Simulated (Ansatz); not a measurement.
# AlBrF2H2: search for a transition state

Aim: find the saddle point of a four-centre ligand exchange that is to form Al1–H6, Br2–H5 and break Al1–Br2, H5–H6, prove it by its vibrations, and relax downhill on both sides to see what it joins.

The runs use Ansatz 0.2.0, Gaussian basis; PBE0-D4, def2-SVP first, then def2-TZVP.

152 further runs of the same task are left out: 152 set aside as unsound or not needed.

## (1) Where the work starts

The guess: 6 atoms, charge 0, spin multiplicity 1.

Atoms are counted from 1 here; the program's logs count them from 0.

Bond lengths: Al1–Br2 2.397 Å, Al1–F3 1.638 Å, Al1–F4 1.638 Å, Al1–H5 1.804 Å, Al1–H6 1.620 Å, Br2–H5 1.682 Å. Angles: Br2–Al1–F3 108.7°, Br2–Al1–F4 109.0°, Br2–Al1–H5 44.5°, Br2–Al1–H6 89.9°, F3–Al1–F4 123.6°, F3–Al1–H5 118.1°, F3–Al1–H6 110.5°, F4–Al1–H5 118.3°, F4–Al1–H6 110.0°, H5–Al1–H6 45.4°, Al1–Br2–H5 48.7°, Al1–H5–Br2 86.8°.

As a file:

```
Al   -0.4306   -0.2805    0.1148
Br    1.9626   -0.2635   -0.0152
F    -1.0121   -1.2767   -1.0484
F    -0.8780   -0.3668    1.6879
H     0.8243    0.9288   -0.3509
H    -0.4662    1.2587   -0.3882
```

Distances that are to change: Al1–H6 1.62 Å, Br2–H5 1.68 Å, Al1–Br2 2.40 Å, H5–H6 1.33 Å.

## (2) Relaxing the guess with the reacting distances held

Contents of hold/in.yaml:

```yaml
crystal:
  periodic: [false, false, false]
  atoms:
    - {symbol: Al, position_ang: [-0.430600, -0.280500, 0.114800]}
    - {symbol: Br, position_ang: [1.962600, -0.263500, -0.015200]}
    - {symbol: F, position_ang: [-1.012100, -1.276700, -1.048400]}
    - {symbol: F, position_ang: [-0.878000, -0.366800, 1.687900]}
    - {symbol: H, position_ang: [0.824300, 0.928800, -0.350900]}
    - {symbol: H, position_ang: [-0.466200, 1.258700, -0.388200]}
basis:
  gaussian: {orbitals: def2-SVP}
hamiltonian: {xc: pbe0, dispersion: d4}
relax: {f_tol: 0.04, max_steps: 150, escape_saddle: false, constraints: [{distance: [0, 5]}, {distance: [1, 4]}, {distance: [0, 1]}, {distance: [4, 5]}]}
```

The run is started by

```bash
> ansatz run in.yaml --threads 4 --pin off --events-out ev --progress --plain --max-ram 9574MiB
```

The runs that follow: Force constants to start from; Saddle search in the small basis; Saddle search in triple zeta; Checking the order of the point; Relaxing after a step of 0.30 Å one way along the mode; Relaxing after a step of 0.30 Å the other way along the mode.

Before running it: what results should come out? Wanted: imaginary mode; barrier from the start side; barrier from the end side; energy of the step; pairs that change; zero-point energy at the saddle.

The runs gave:

```
                       quantity                                                         value
                 imaginary mode                                                     572i cm⁻¹
    barrier from the start side                                                  138.0 kJ/mol
      barrier from the end side                                                   26.1 kJ/mol
             energy of the step                                                 +111.8 kJ/mol
              pairs that change  Al1–H6 formed, Br2–H5 formed, Al1–Br2 loosened, H5–H6 broken
zero-point energy at the saddle                                                      0.512 eV
```

What this shows: One imaginary mode, 572i cm⁻¹, makes this a first-order saddle. It joins the planned start and end. A bond meant to break is only loosened at the end: the products stay bound as an adduct. At PBE0-D4/def2-TZVP the electronic barrier is 138.0 kJ/mol, about 56 kT at 298 K, and the step runs 111.8 kJ/mol uphill. A step off the saddle overshot and began above it in energy, so the link to its end is likely but not proven.
